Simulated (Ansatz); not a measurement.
# BO3: the cost of one run

Method: UKS PBE0/def2-TZVP; program: Ansatz 0.2.0, Gaussian basis.

**1. The system as given**

4 atoms, charge 0, spin multiplicity 4.

Atoms are counted from 1 here; the program's logs count them from 0.

Bond lengths: B1–O2 1.316 Å, B1–O3 1.316 Å, B1–O4 1.316 Å. Angles: O2–B1–O3 120.0°, O2–B1–O4 120.0°, O3–B1–O4 120.0°.

Coordinates:

```
B     0.0000    0.0000    0.0000
O     1.3159    0.0123   -0.0002
O    -0.6686    1.1334   -0.0024
O    -0.6473   -1.1457    0.0026
```

The start was built by rule and, where that kept it together, relaxed with GFN2-xTB. Sticks and bond lists go by distance. 

**2. The run**

Input file in.yaml:

```yaml
crystal:
  periodic: [false, false, false]
  atoms:
    - {symbol: B, position_ang: [0.000000, 0.000000, 0.000000]}
    - {symbol: O, position_ang: [1.315886, 0.012291, -0.000198]}
    - {symbol: O, position_ang: [-0.668588, 1.133442, -0.002415]}
    - {symbol: O, position_ang: [-0.647298, -1.145734, 0.002614]}
basis:
  gaussian: {orbitals: def2-TZVP}
magnetization: {spin_polarized: true, initial_magnetization: 3}
hamiltonian: {xc: pbe0}
relax: {f_tol: 0.004, max_steps: 80}
```

The run is started by

```sh
$ ansatz run in.yaml --threads 1 --pin off --events-out ev --progress --plain --max-ram 2176MiB
```

What time and memory should one allow on 1 thread of Intel Xeon 6975P-C, shared host?

About 46 s, with a peak of 0.3 GiB.
